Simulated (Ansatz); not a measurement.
# Sn2Ru (MoSi2 type): equation of state

An exercise on one series of results from a longer session: the logs are not shown, and one member is left open.

Method: DFT PBEsol, scalar-relativistic, plane waves, PAW, in Ansatz 0.2.0.

## The system as given

The structure is tetragonal, space group I4/mmm (No. 139). The conventional cell has a = 3.158 Å, b = 3.158 Å, c = 12.022 Å, α = 90.00°, β = 90.00°, γ = 90.00°. Ru (site symmetry 4/mmm) is surrounded by 8 Sn at 2.78 Å and 4 Ru at 3.16 Å. Around Sn (site symmetry 4mm) lie 4 Ru at 2.78 Å and 4 Sn at 3.16 Å.

Coordinates:

```
Ru Sn
1.0
    -1.57899    1.57899    6.01097
     1.57899   -1.57899    6.01097
     1.57899    1.57899   -6.01097
Ru Sn
1 2
Direct
  0.00000 0.00000 0.00000
  0.36213 0.36213 0.00000
  0.63787 0.63787 0.00000
```

An earlier run at PBEsol left this cell at 19.982 Å³/atom and -0.01 GPa (12×12×12 mesh).

Volume factors to run: 0.980, 1.020, 0.960, 1.040.

Set-up of the first run:

input.yaml reads:

```yaml
crystal:
  lattice:
    - [-1.5683912682, 1.5683912682, 5.9706247539]
    - [1.5683912682, -1.5683912682, 5.9706247539]
    - [1.5683912682, 1.5683912682, -5.9706247539]
  atoms:
    - { symbol: Ru, position: [0.0, 0.0, 0.0] }
    - { symbol: Sn, position: [0.3621263519, 0.3621263519, 0.0] }
    - { symbol: Sn, position: [0.6378736481, 0.6378736481, 0.0] }
basis:
  ecutwfc: 420
  ecutrho_ratio: 4
kpoints:
  mp_grid: { grid: [12, 12, 12] }
hamiltonian:
  xc: pbesol
scf:
  occupations: { method: gaussian, width: 0.05 }
output:
  forces: true
  stress: true
  eigenvalues: true
relax:
  f_tol: 0.01
  max_steps: 40
  cell: { stress_tol: 0.1, fix: [volume] }
```

On the command line:

```bash
$ ansatz run input.yaml --threads 4 --pin off --max-ram 4096MiB --backend cpu --events-out ev --progress --plain --runs-dir out
```

Steps of the session up to this table: At 0.980 of the relaxed volume; Scaling the volume by 1.020; Scaling the volume by 0.960; Volume × 1.040.

One of the session's tables, all rows but one given; the rest of the session is left out.

It belongs to the step «Energy and pressure against volume». 

| volume (Å³/atom) | energy (meV/atom) | pressure (GPa) |
| --- | --- | --- |
| 19.183 | 9.04 | 3.91 |
| 19.582 | ? | ? |
| 19.982 | 0.00 | -0.01 |
| 20.382 | 1.91 | -1.45 |
| 20.781 | 7.11 | -2.60 |

**Question.** Estimate the row for volume (Å³/atom) = 19.582.

Worked estimate for «energy (meV/atom)». A straight line through the neighbours (19.183, 9.04) and (19.982, 0.00) gives 9.04 + (0.00 − 9.04) × (19.582 − 19.183) / (19.982 − 19.183) = 4.53; a parabola fitted to 3 rows on both sides gives 2.38.

**Answer.** energy (meV/atom): 2.09; pressure (GPa): 1.74. In «energy (meV/atom)» the line misses by +2.44 and the parabola by +0.29.
